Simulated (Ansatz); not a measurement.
**FH8NSi3: one species, many methods**

One table from this session's results is given with a row withheld; the runs are named, their logs left out.

Program: Ansatz 0.2.0, Gaussian basis. Level of theory: functionals in def2-TZVPP, the program's frozen cores in correlated methods. These are calculated values, not measurements.

Levels to be run: PBE-D4, r2SCAN-D4, PBE0-D4, B3LYP-D4, ωB97X-V, ωB97M-V, B2PLYP; CCSD(T)/def2-TZVPP; MP2/def2-QZVPP; extrapolation to the limit.

## Structure used throughout

All runs share one geometry, relaxed beforehand with PBE0-D4 in a triple-zeta def2 set.

SMILES `N[SiH](F)[SiH2][SiH3]`, 13 atoms, charge 0, spin multiplicity 1.

Atoms are counted from 1 here; the program's logs count them from 0.

Bond lengths: N1–Si2 1.701 Å, N1–H6 1.007 Å, N1–H7 1.006 Å, Si2–F3 1.610 Å, Si2–Si4 2.339 Å, Si2–H8 1.484 Å, Si4–Si5 2.338 Å, Si4–H9 1.489 Å, Si4–H10 1.492 Å, Si5–H11 1.487 Å, Si5–H12 1.488 Å, Si5–H13 1.488 Å. Angles: Si2–N1–H6 121.7°, Si2–N1–H7 122.1°, H6–N1–H7 111.7°, N1–Si2–F3 114.1°, N1–Si2–Si4 108.2°, N1–Si2–H8 106.9°, F3–Si2–Si4 108.4°, F3–Si2–H8 105.4°, Si4–Si2–H8 114.0°, Si2–Si4–Si5 109.1°, Si2–Si4–H9 110.6°, Si2–Si4–H10 109.3°, Si5–Si4–H9 110.4°, Si5–Si4–H10 109.2°, H9–Si4–H10 108.2°, Si4–Si5–H11 109.6°, Si4–Si5–H12 111.3°, Si4–Si5–H13 110.0° and more.

Coordinates:

```csv
atom,x (Å),y (Å),z (Å)
N1,-1.73144,0.50135,1.26541
Si2,-1.51868,-0.53769,-0.06420
F3,-2.33604,-1.92047,0.04481
Si4,0.75905,-1.03695,-0.24322
Si5,1.94230,0.93348,-0.67378
H6,-2.56032,1.06345,1.37090
H7,-1.27672,0.33914,2.14855
H8,-2.07890,0.15832,-1.24920
H9,0.99508,-2.03126,-1.32636
H10,1.23776,-1.62472,1.04199
H11,1.81390,1.85569,0.48600
H12,3.38580,0.65806,-0.90678
H13,1.38841,1.60701,-1.87922
```

Set-up of the first run:

File in.yaml:

```yaml
crystal:
  periodic: [false, false, false]
  atoms:
    - {symbol: N, position_ang: [-1.731438, 0.501350, 1.265408]}
    - {symbol: Si, position_ang: [-1.518683, -0.537688, -0.064203]}
    - {symbol: F, position_ang: [-2.336045, -1.920474, 0.044809]}
    - {symbol: Si, position_ang: [0.759053, -1.036948, -0.243219]}
    - {symbol: Si, position_ang: [1.942299, 0.933483, -0.673777]}
    - {symbol: H, position_ang: [-2.560323, 1.063452, 1.370897]}
    - {symbol: H, position_ang: [-1.276715, 0.339135, 2.148546]}
    - {symbol: H, position_ang: [-2.078904, 0.158320, -1.249195]}
    - {symbol: H, position_ang: [0.995077, -2.031263, -1.326360]}
    - {symbol: H, position_ang: [1.237764, -1.624721, 1.041994]}
    - {symbol: H, position_ang: [1.813902, 1.855685, 0.486002]}
    - {symbol: H, position_ang: [3.385804, 0.658063, -0.906780]}
    - {symbol: H, position_ang: [1.388407, 1.607008, -1.879222]}
basis:
  gaussian: {orbitals: def2-TZVPP}
hamiltonian: {xc: pbe, dispersion: d4}
output: {forces: true, orbitals: {seedname: orbitals}}
```

The run is started by

```bash
$ ansatz run in.yaml --threads 4 --pin off --events-out ev --progress --plain --max-ram 10444MiB
```

Among the steps run: PBE-D4 (GGA); r2SCAN-D4 (meta-GGA); PBE0-D4 (hybrid); B3LYP-D4 (hybrid); ωB97X-V (range-separated); ωB97M-V (range-separated); B2PLYP (double hybrid); CCSD(T) in def2-TZVPP; MP2 in def2-QZVPP.

One table of the session follows, with a row left open; its other results are not shown here.

| method | atomisation energy (eV) |
| --- | --- |
| PBE-D4 | 43.415 |
| r2SCAN-D4 | 43.402 |
| PBE0-D4 | 42.996 |
| B3LYP-D4 | 43.500 |
| ωB97X-V | 43.913 |
| ωB97M-V | 43.548 |
| B2PLYP | 42.877 |
| HF/def2-TZVPP | 32.107 |
| MP2/def2-TZVPP | 42.382 |
| CCSD/def2-TZVPP | 41.841 |
| CCSD(T)/def2-TZVPP | 42.319 |
| MP2/CBS | 43.689 |
| CCSD(T)/CBS | ? |

Q: Estimate the row for CCSD(T)/CBS from the others.

**Answer.** atomisation energy (eV): 43.627. In the column «atomisation energy (eV)» it lies between ωB97M-V (43.548) and MP2/CBS (43.689).

Limits of these values: Free atoms (1 N, 3 Si, 1 F, 8 H) were run apart at each level; the atomisation energy is their sum less the molecule, without zero-point or spin-orbit terms.
